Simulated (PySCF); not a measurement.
# C₄H₃FO₂: excited-state relaxation, vibronic structure

Aim: compute the excited-state relaxation, vibronic structure of C₄H₃FO₂ (`O=C1C=C[C@H](F)O1`).

Programs: PySCF 2.14.0, with routines of our own; each step states its level. All values are computed. Atoms count from 0.

## 1. The starting structure

10 atoms, charge 0, multiplicity 1; geometry from: GFN2-xTB.

## 2. Geometry optimisation at PBE/6-31G*

What the job is given:

```
{"job": {"xc": "PBE", "basis": "6-31G*", "grid": 1, "kind": "geom"}, "charge": 0, "multiplicity": 1}
O      2.373302    -0.994400     0.058462
C      1.267327    -0.556850     0.025612
C      0.810078     0.858545    -0.048542
C     -0.514516     0.867075    -0.086906
C     -0.997882    -0.560153    -0.027865
F     -1.746943    -0.777079     1.095915
O      0.148559    -1.343748     0.019172
H      1.498751     1.680327    -0.060727
H     -1.201413     1.690498    -0.118580
H     -1.628379    -0.859562    -0.879068
```

Command:

```sh
> OMP_NUM_THREADS=1 python excited_run.py task.json out
```

The driver reads the jobs from task.json and runs them one after another.

Output:

```text
step   0  E = -404.05543217  max force = 0.035257
step   1  E = -404.05846130  max force = 0.003048
step   2  E = -404.05847890  max force = 0.001020
step   3  E = -404.05848271  max force = 0.000746
step   4  E = -404.05848565  max force = 0.000438
optimisation converged
```

Run time: 41 s. Hardware: 1 thread of Arm Neoverse N1, shared host; peak memory 0.45 GiB.

The steps of the relaxation:

| step | energy from step 0 (eV) | largest force component (eV/Å) |
| --- | --- | --- |
| 0 | 0.0000 | 1.8130 |
| 1 | -0.0824 | 0.1567 |
| 2 | -0.0829 | 0.0525 |
| 3 | -0.0830 | 0.0384 |
| 4 | -0.0831 | 0.0225 |

Distances of close pairs at the start and the end, largest changes first:

| bond | before (Å) | after (Å) | change (Å) |
| --- | --- | --- | --- |
| C1–O6 | 1.368 | 1.401 | +0.033 |
| C4–O6 | 1.389 | 1.416 | +0.027 |
| O0–C1 | 1.190 | 1.210 | +0.020 |
| C3–H8 | 1.073 | 1.091 | +0.019 |
| C2–H7 | 1.072 | 1.090 | +0.018 |
| C2–C3 | 1.325 | 1.341 | +0.016 |
| C4–F5 | 1.368 | 1.383 | +0.015 |
| C4–H9 | 1.101 | 1.105 | +0.005 |

The end geometry stands in the next job.

| at the end point | value |
| --- | --- |
| point group (found at 0.08 Å tolerance) | C1 |
| rotational constants (GHz, main isotopes) | 5.927, 2.298, 1.793 |
| dipole moment (D) | 3.97 |

## 3. Excited-state relaxation: TDA PBE/6-31G*

What the job is given:

```
{"job": {"kind": "xopt", "state": "S1", "method": "TDA", "freq": false, "xc": "PBE", "basis": "6-31G*", "grid": 1}, "charge": 0, "multiplicity": 1}
O      2.585826    -1.399786    -0.307296
C      1.461246    -0.954819    -0.334250
C      0.984134     0.456567    -0.397726
C     -0.356550     0.451902    -0.414918
C     -0.838084    -0.979973    -0.363005
F     -1.592033    -1.196390     0.775916
O      0.329556    -1.780925    -0.325037
H      1.673012     1.301315    -0.402883
H     -1.044113     1.299350    -0.436374
H     -1.447603    -1.292211    -1.230691
```

Method: TDA PBE/6-31G* excited-state geometry optimisation, gas phase.

Output:

```text
final grid: 43800 points
cycle   1  E = -403.8269452116  dE =  1.159e+00  |g| = 1.100e+00  |ddm| = 3.397e+00
cycle   2  E = -401.4389978554  dE =  2.388e+00  |g| = 3.166e+00  |ddm| = 3.530e+00
cycle   3  E = -403.8848952285  dE = -2.446e+00  |g| = 8.317e-01  |ddm| = 3.259e+00
cycle   4  E = -404.0470005048  dE = -1.621e-01  |g| = 2.285e-01  |ddm| = 9.164e-01
cycle   5  E = -404.0462887526  dE =  7.118e-04  |g| = 2.260e-01  |ddm| = 3.844e-01
cycle   6  E = -404.0582189339  dE = -1.193e-02  |g| = 3.297e-02  |ddm| = 2.161e-01
cycle   7  E = -404.0584080870  dE = -1.892e-04  |g| = 1.878e-02  |ddm| = 3.914e-02
cycle   8  E = -404.0584784007  dE = -7.031e-05  |g| = 5.289e-03  |ddm| = 1.689e-02
cycle   9  E = -404.0584845772  dE = -6.177e-06  |g| = 2.202e-03  |ddm| = 6.969e-03
cycle  10  E = -404.0584854461  dE = -8.689e-07  |g| = 9.902e-04  |ddm| = 2.515e-03
cycle  11  E = -404.0584856456  dE = -1.995e-07  |g| = 1.182e-04  |ddm| = 9.190e-04
cycle  12  E = -404.0584856479  dE = -2.315e-09  |g| = 5.926e-05  |ddm| = 1.395e-04
cycle  13  E = -404.0584856488  dE = -8.196e-10  |g| = 6.449e-06  |ddm| = 6.154e-05
converged SCF energy = -404.0584856488

vertical S1 at the ground-state geometry: 3.8608 eV
step    E(state)/Eh    max force   excitation/eV  root
  0    -403.91463393   0.153710     3.8710      1
  1    -403.93585000   0.034890     2.4496      1
  2    -403.94156138   0.021005     2.3677      1
  3    -403.94364436   0.009425     2.4013      1
  4    -403.94393464   0.009987     2.3978      1
  5    -403.94449050   0.001847     2.3737      1
  6    -403.94453849   0.001032     2.3739      1
  7    -403.94458501   0.001422     2.3702      1
  8    -403.94459976   0.000827     2.3704      1
  9    -403.94460992   0.000799     2.3735      1
 10    -403.94462385   0.002214     2.3822      1
 11    -403.94464313   0.003198     2.3873      1
 12    -403.94467516   0.002346     2.3844      1
 13    -403.94468822   0.000563     2.3771      1
 14    -403.94469156   0.000269     2.3733      1
optimisation converged
vertical emission 2.3733 eV, adiabatic 3.0965 eV, Stokes shift 1.4875 eV, reorganisation 0.7643 (excited) and 0.7232 eV (ground)
in toluene: absorption 4.0286 eV (f = 0.0004, root 1), emission 2.5877 eV (f = 0.0001, root 1)
in methanol: absorption 4.2124 eV (f = 0.0005, root 1), emission 2.8341 eV (f = 0.0003, root 1)
```

Wall time 3.6 min (1 thread of Arm Neoverse N1, shared host); peak memory 0.51 GiB.

In short:

| quantity | value |
| --- | --- |
| vertical absorption, S1 | 3.86 eV |
| adiabatic energy, S1 | 3.10 eV |
| vertical emission, S1 | 2.37 eV |
| Stokes shift, S1 | 1.49 eV |
| geometry moved (RMSD), S1 | 0.071 Å |

Bonds of the start that changed most:

| bond | start (Å) | end (Å) |
| --- | --- | --- |
| O0–C1 | 1.210 | 1.304 |
| C1–C2 | 1.491 | 1.409 |
| C2–C3 | 1.341 | 1.422 |
| O6–C1 | 1.401 | 1.338 |
| C4–O6 | 1.417 | 1.473 |
| C3–C4 | 1.512 | 1.474 |

## 4. Excited-state relaxation: UKS PBE/6-31G*

The job, as its differences from that of step 3:

```diff
@@ -1,2 +1,2 @@
-{"job": {"kind": "xopt", "state": "S1", "method": "TDA", "freq": false, "xc": "PBE", "basis": "6-31G*", "grid": 1}, "charge": 0, "multiplicity": 1}
+{"job": {"kind": "xopt", "state": "T1", "method": "UKS", "freq": false, "xc": "PBE", "basis": "6-31G*", "grid": 1}, "charge": 0, "multiplicity": 1}
 O      2.585826    -1.399786    -0.307296
```

With the program's defaults for keys left out, this is: UKS PBE/6-31G* excited-state geometry optimisation, gas phase.

Output:

```text
final grid: 43800 points
cycle   1  E = -403.8269452116  dE =  1.159e+00  |g| = 1.100e+00  |ddm| = 3.397e+00
cycle   2  E = -401.4389978554  dE =  2.388e+00  |g| = 3.166e+00  |ddm| = 3.530e+00
cycle   3  E = -403.8848952285  dE = -2.446e+00  |g| = 8.317e-01  |ddm| = 3.259e+00
cycle   4  E = -404.0470005048  dE = -1.621e-01  |g| = 2.285e-01  |ddm| = 9.164e-01
cycle   5  E = -404.0462887526  dE =  7.118e-04  |g| = 2.260e-01  |ddm| = 3.844e-01
cycle   6  E = -404.0582189339  dE = -1.193e-02  |g| = 3.297e-02  |ddm| = 2.161e-01
cycle   7  E = -404.0584080870  dE = -1.892e-04  |g| = 1.878e-02  |ddm| = 3.914e-02
cycle   8  E = -404.0584784007  dE = -7.031e-05  |g| = 5.289e-03  |ddm| = 1.689e-02
cycle   9  E = -404.0584845772  dE = -6.177e-06  |g| = 2.202e-03  |ddm| = 6.969e-03
cycle  10  E = -404.0584854461  dE = -8.689e-07  |g| = 9.902e-04  |ddm| = 2.515e-03
cycle  11  E = -404.0584856456  dE = -1.995e-07  |g| = 1.182e-04  |ddm| = 9.190e-04
cycle  12  E = -404.0584856479  dE = -2.315e-09  |g| = 5.926e-05  |ddm| = 1.395e-04
cycle  13  E = -404.0584856488  dE = -8.196e-10  |g| = 6.449e-06  |ddm| = 6.154e-05
converged SCF energy = -404.0584856488

vertical T1 at the ground-state geometry: 3.8014 eV
step    E(state)/Eh    max force   <S^2>
  0    -403.91464595   0.146291    2.0043
  1    -403.93368358   0.026930    2.0057
  2    -403.93849987   0.022270    2.0065
  3    -403.94027504   0.012639    2.0072
  4    -403.94116403   0.010743    2.0072
  5    -403.94196872   0.005390    2.0071
  6    -403.94229208   0.004123    2.0071
  7    -403.94242971   0.002743    2.0069
  8    -403.94249657   0.001572    2.0069
  9    -403.94259635   0.002689    2.0068
 10    -403.94267316   0.004434    2.0067
 11    -403.94278880   0.004350    2.0067
 12    -403.94297300   0.005650    2.0066
 13    -403.94288242   0.014743    2.0054
 14    -403.94365127   0.008934    2.0061
 15    -403.94404319   0.007365    2.0058
 16    -403.94393864   0.006544    2.0053
 17    -403.94424205   0.002726    2.0055
 18    -403.94425873   0.001363    2.0056
 19    -403.94428205   0.000609    2.0055
 20    -403.94428704   0.000530    2.0055
 21    -403.94428906   0.000679    2.0055
 22    -403.94429068   0.000759    2.0055
 23    -403.94429222   0.000746    2.0055
 24    -403.94429421   0.000652    2.0055
 25    -403.94430202   0.001245    2.0055
 26    -403.94431969   0.002280    2.0056
 27    -403.94433575   0.001429    2.0055
 28    -403.94435209   0.000506    2.0055
 29    -403.94435791   0.000698    2.0055
 30    -403.94435865   0.000685    2.0055
 31    -403.94435659   0.000535    2.0055
 32    -403.94435557   0.000603    2.0055
 33    -403.94435830   0.000434    2.0055
optimisation converged
vertical emission 1.2389 eV, adiabatic 3.1056 eV, Stokes shift 2.5625 eV, reorganisation 0.6958 (excited) and 1.8667 eV (ground)
```

It took 6.7 min on 1 thread of Arm Neoverse N1, shared host; peak memory 0.45 GiB.

Key values:

| quantity | value |
| --- | --- |
| vertical gap at the ground-state geometry, T1 | 3.80 eV |
| adiabatic energy, T1 | 3.11 eV |
| vertical gap at the relaxed geometry, T1 | 1.24 eV |
| difference of the two gaps, T1 | 2.56 eV |
| geometry moved (RMSD), T1 | 0.474 Å |

Bonds of the start that changed most:

| bond | start (Å) | end (Å) |
| --- | --- | --- |
| C2–C3 | 1.341 | 1.475 |
| C4–O6 | 1.417 | 1.455 |
| C1–C2 | 1.491 | 1.460 |
| C4–F5 | 1.383 | 1.367 |
| C3–H8 | 1.091 | 1.103 |
| O0–C1 | 1.210 | 1.221 |

## 5. Vibronic structure: TDA PBE/6-31G*

The job, as its differences from that of step 4:

```diff
@@ -1,2 +1,2 @@
-{"job": {"kind": "xopt", "state": "T1", "method": "UKS", "freq": false, "xc": "PBE", "basis": "6-31G*", "grid": 1}, "charge": 0, "multiplicity": 1}
+{"job": {"kind": "vib", "tda": true, "freq": false, "xc": "PBE", "basis": "6-31G*", "grid": 1}, "charge": 0, "multiplicity": 1}
 O      2.585826    -1.399786    -0.307296
```

Method: TDA PBE/6-31G* vertical-gradient vibronic structure (displaced harmonic oscillators, Condon), gas phase.

Output:

```text
final grid: 43800 points
cycle   1  E = -403.8269452116  dE =  1.159e+00  |g| = 1.100e+00  |ddm| = 3.397e+00
cycle   2  E = -401.4389978554  dE =  2.388e+00  |g| = 3.166e+00  |ddm| = 3.530e+00
cycle   3  E = -403.8848952285  dE = -2.446e+00  |g| = 8.317e-01  |ddm| = 3.259e+00
cycle   4  E = -404.0470005048  dE = -1.621e-01  |g| = 2.285e-01  |ddm| = 9.164e-01
cycle   5  E = -404.0462887526  dE =  7.118e-04  |g| = 2.260e-01  |ddm| = 3.844e-01
cycle   6  E = -404.0582189339  dE = -1.193e-02  |g| = 3.297e-02  |ddm| = 2.161e-01
cycle   7  E = -404.0584080870  dE = -1.892e-04  |g| = 1.878e-02  |ddm| = 3.914e-02
cycle   8  E = -404.0584784007  dE = -7.031e-05  |g| = 5.289e-03  |ddm| = 1.689e-02
cycle   9  E = -404.0584845772  dE = -6.177e-06  |g| = 2.202e-03  |ddm| = 6.969e-03
cycle  10  E = -404.0584854461  dE = -8.689e-07  |g| = 9.902e-04  |ddm| = 2.515e-03
cycle  11  E = -404.0584856456  dE = -1.995e-07  |g| = 1.182e-04  |ddm| = 9.190e-04
cycle  12  E = -404.0584856479  dE = -2.315e-09  |g| = 5.926e-05  |ddm| = 1.395e-04
cycle  13  E = -404.0584856488  dE = -8.196e-10  |g| = 6.449e-06  |ddm| = 6.154e-05
converged SCF energy = -404.0584856488

Singlet excitations (eV, f): 3.861 (0.0003)  5.150 (0.0123)  5.834 (0.0045)  6.147 (0.0295)  6.579 (0.1869)  7.031 (0.0298)

State S1  3.8608 eV  f = 0.00026  H->L 1.00
  relaxed dipole 1.258 D, largest gradient of the excitation energy 0.1501 Eh/bohr
  mode    cm-1        S   lambda/meV  Raman
   21   1832.6    1.4376     326.6   1.000
   20   1651.7    0.8101     165.9   0.458
   11    903.8    0.5707      64.0   0.097
   17   1217.5    0.3701      55.9   0.114
   16   1098.2    0.3106      42.3   0.078
    3    372.9    0.7758      35.9   0.022
   18   1236.6    0.2105      32.3   0.067
    7    683.2    0.1901      16.1   0.018
   13   1011.5    0.0351       4.4   0.007
    5    514.9    0.0680       4.3   0.004
    1    120.8    0.2315       3.5   0.001
    2    225.2    0.0891       2.5   0.001
  reorganisation energy 0.7642 eV, total S 5.185, 0-0 3.0966 eV
  absorption maximum 3.774 eV, width 0.869 eV

State S5  6.5791 eV  f = 0.18692  H-2->L 0.59, H-5->L 0.12, H-4->L 0.11
  relaxed dipole 3.827 D, largest gradient of the excitation energy 0.0792 Eh/bohr
  mode    cm-1        S   lambda/meV  Raman
    1    120.8    9.9500     149.0   0.093
   20   1651.7    0.5735     117.4   1.000
    5    514.9    1.6086     102.7   0.273
    7    683.2    0.5537      46.9   0.165
    9    842.7    0.3034      31.7   0.138
   21   1832.6    0.1333      30.3   0.286
   13   1011.5    0.2298      28.8   0.150
    4    490.0    0.2791      17.0   0.043
   17   1217.5    0.0951      14.4   0.090
    6    666.7    0.1648      13.6   0.047
   14   1047.6    0.1010      13.1   0.071
    8    770.9    0.0733       7.0   0.028
  reorganisation energy 0.5973 eV, total S 14.345, 0-0 5.9819 eV

State S6  7.0314 eV  f = 0.02981  H-5->L 0.81
  relaxed dipole 4.130 D, largest gradient of the excitation energy 0.0765 Eh/bohr
  mode    cm-1        S   lambda/meV  Raman
   14   1047.6    1.3390     173.9   1.000
    6    666.7    2.0775     171.7   0.628
   13   1011.5    1.3316     167.0   0.927
   17   1217.5    0.5961      90.0   0.601
    5    514.9    1.3739      87.7   0.248
   20   1651.7    0.3987      81.6   0.740
    8    770.9    0.7284      69.6   0.295
   19   1269.1    0.1719      27.1   0.188
   15   1058.2    0.1825      23.9   0.139
   18   1236.6    0.1199      18.4   0.125
    1    120.8    0.8855      13.3   0.009
    3    372.9    0.2704      12.5   0.026
  reorganisation energy 0.9825 eV, total S 9.918, 0-0 6.0489 eV
  absorption maximum 6.984 eV, width 0.824 eV

State T1  3.4780 eV  f = 0.00000  H->L 0.99
  relaxed dipole 1.387 D, largest gradient of the excitation energy 0.1518 Eh/bohr
  mode    cm-1        S   lambda/meV  Raman
   21   1832.6    1.4762     335.4   1.000
   20   1651.7    0.7365     150.8   0.405
   11    903.8    0.5508      61.7   0.091
   17   1217.5    0.3206      48.4   0.096
   16   1098.2    0.2396      32.6   0.058
    3    372.9    0.5657      26.2   0.016
   18   1236.6    0.1671      25.6   0.052
    7    683.2    0.1166       9.9   0.011
    8    770.9    0.0448       4.3   0.005
    4    490.0    0.0699       4.2   0.003
   13   1011.5    0.0318       4.0   0.007
    1    120.8    0.2164       3.2   0.001
  reorganisation energy 0.7185 eV, total S 4.673, 0-0 2.7595 eV
  absorption maximum 3.431 eV, width 0.906 eV
```

Wall time 22 s (1 thread of Arm Neoverse N1, shared host); peak memory 0.52 GiB.

## 6. Results

```
                                                                                quantity                      value
                                                                             point group                         C1
                                                    rotational constants (main isotopes)       5.93, 2.30, 1.79 GHz
                                        vertical absorption, S1 (step 3, TDA PBE/6-31G*)                    3.86 eV
                                           adiabatic energy, S1 (step 3, TDA PBE/6-31G*)                    3.10 eV
                                          vertical emission, S1 (step 3, TDA PBE/6-31G*)                    2.37 eV
                                               Stokes shift, S1 (step 3, TDA PBE/6-31G*)                    1.49 eV
                  vertical gap at the ground-state geometry, T1 (step 4, UKS PBE/6-31G*)                    3.80 eV
                                           adiabatic energy, T1 (step 4, UKS PBE/6-31G*)                    3.11 eV
                       vertical gap at the relaxed geometry, T1 (step 4, UKS PBE/6-31G*)                    1.24 eV
                                 difference of the two gaps, T1 (step 4, UKS PBE/6-31G*)                    2.56 eV
S1: vertical, reorganisation, 0-0, total S (step 5, TDA PBE/6-31G*, modes from GFN2-xTB)   3.86, 0.76, 3.10 eV; 5.2
S5: vertical, reorganisation, 0-0, total S (step 5, TDA PBE/6-31G*, modes from GFN2-xTB)  6.58, 0.60, 5.98 eV; 14.3
S6: vertical, reorganisation, 0-0, total S (step 5, TDA PBE/6-31G*, modes from GFN2-xTB)   7.03, 0.98, 6.05 eV; 9.9
```

In words: Relaxing lowered the energy by 0.083 eV in 4 steps; the close pair that moved most is C1–O6, from 1.368 to 1.401 Å. Where no frequencies were run, the relaxed excited state may be a saddle. In step 3 (excited-state relaxation), among the bonds O0–C1 changes most, from 1.210 to 1.304 Å. In steps 4, 5 the harmonic model is doubtful. In step 4 (excited-state relaxation), among the bonds C2–C3 changes most, from 1.341 to 1.475 Å. The atoms move far more than that, so angles or torsions carry the main change. The vibronic model keeps the ground-state modes (from xTB) and shifts them along the gradient alone, so it can miss much of the relaxation that a full optimisation finds. ΔSCF (UKS) and response values aren't on one footing and may follow different states, so their differences aren't method errors alone, and singlets and triplets from the two don't rank.
